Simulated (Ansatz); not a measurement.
# BCl₂GeH₃: basis-set convergence

The task here is to estimate one member of a computed series from the others.

Program: Ansatz 0.2.0, Gaussian basis. Level of theory: one geometry, several basis sets. These are calculated values, not measurements.

Plan: PBE0-D4/def2-SVP; ωB97M-V/def2-SVP; PBE0-D4/def2-QZVPP; ωB97M-V/def2-QZVPP; the functionals' def2-TZVPP values are taken from earlier runs.

## The geometry

All runs share one geometry, relaxed beforehand with PBE0-D4 in a triple-zeta def2 set.

SMILES `Cl[B](Cl)[GeH3]`, 7 atoms, charge 0, spin multiplicity 1.

Atoms are counted from 1 here; the program's logs count them from 0.

Bond lengths: Cl1–B2 1.741 Å, B2–Cl3 1.743 Å, B2–Ge4 2.068 Å, Ge4–H5 1.538 Å, Ge4–H6 1.538 Å, Ge4–H7 1.535 Å. Angles: Cl1–B2–Cl3 118.5°, Cl1–B2–Ge4 121.7°, Cl3–B2–Ge4 119.8°, B2–Ge4–H5 109.4°, B2–Ge4–H6 109.3°, B2–Ge4–H7 111.8°, H5–Ge4–H6 107.9°, H5–Ge4–H7 109.2°, H6–Ge4–H7 109.2°.

As a file:

```mol
BCl2GeH3
  3D, bonds by distance, orders not assigned

  7  6  0  0  0  0  0  0  0  0999 V2000
    1.7495   -1.4282    1.2087 Cl  0  0
    0.2064   -1.0219    0.5115 B   0  0
   -1.0824   -2.1918    0.6047 Cl  0  0
   -0.1231    0.7985   -0.4122 Ge  0  0
   -0.5562    0.5606   -1.8683 H   0  0
   -1.2661    1.5343    0.3067 H   0  0
    1.1333    1.6805   -0.3967 H   0  0
  1  2  8  0
  2  3  8  0
  2  4  8  0
  4  5  8  0
  4  6  8  0
  4  7  8  0
M  END
```

Set-up of the first run:

in.yaml

```yaml
crystal:
  periodic: [false, false, false]
  atoms:
    - {symbol: Cl, position_ang: [1.749483, -1.428176, 1.208661]}
    - {symbol: B, position_ang: [0.206434, -1.021888, 0.511498]}
    - {symbol: Cl, position_ang: [-1.082439, -2.191765, 0.604683]}
    - {symbol: Ge, position_ang: [-0.123133, 0.798523, -0.412224]}
    - {symbol: H, position_ang: [-0.556201, 0.560552, -1.868343]}
    - {symbol: H, position_ang: [-1.266108, 1.534322, 0.306687]}
    - {symbol: H, position_ang: [1.133265, 1.680531, -0.396661]}
basis:
  gaussian: {orbitals: def2-SVP}
hamiltonian: {xc: pbe0, dispersion: d4}
output: {orbitals: {seedname: orbitals}}
```

Started as:

```bash
$ ansatz run in.yaml --threads 2 --pin off --events-out ev --progress --plain --max-ram 32768MiB --backend cpu
```

Among the steps run: PBE0-D4 in def2-SVP; ωB97M-V in def2-SVP; PBE0-D4 in def2-QZVPP; ωB97M-V in def2-QZVPP.

One of the session's tables, all rows but one given; the rest of the session is left out.

```
functional       basis  HOMO (eV)  LUMO (eV)
   PBE0-D4    def2-SVP          ?          ?
   PBE0-D4  def2-TZVPP      -8.28      -2.11
   PBE0-D4  def2-QZVPP      -8.30      -2.16
   ωB97M-V    def2-SVP     -10.26       0.21
   ωB97M-V  def2-TZVPP     -10.39      -0.04
   ωB97M-V  def2-QZVPP     -10.42      -0.11
```

Estimate the missing values for PBE0-D4, def2-SVP.

The run gave: HOMO (eV): -8.19; LUMO (eV): -1.91. In the column «HOMO (eV)» it is the highest.
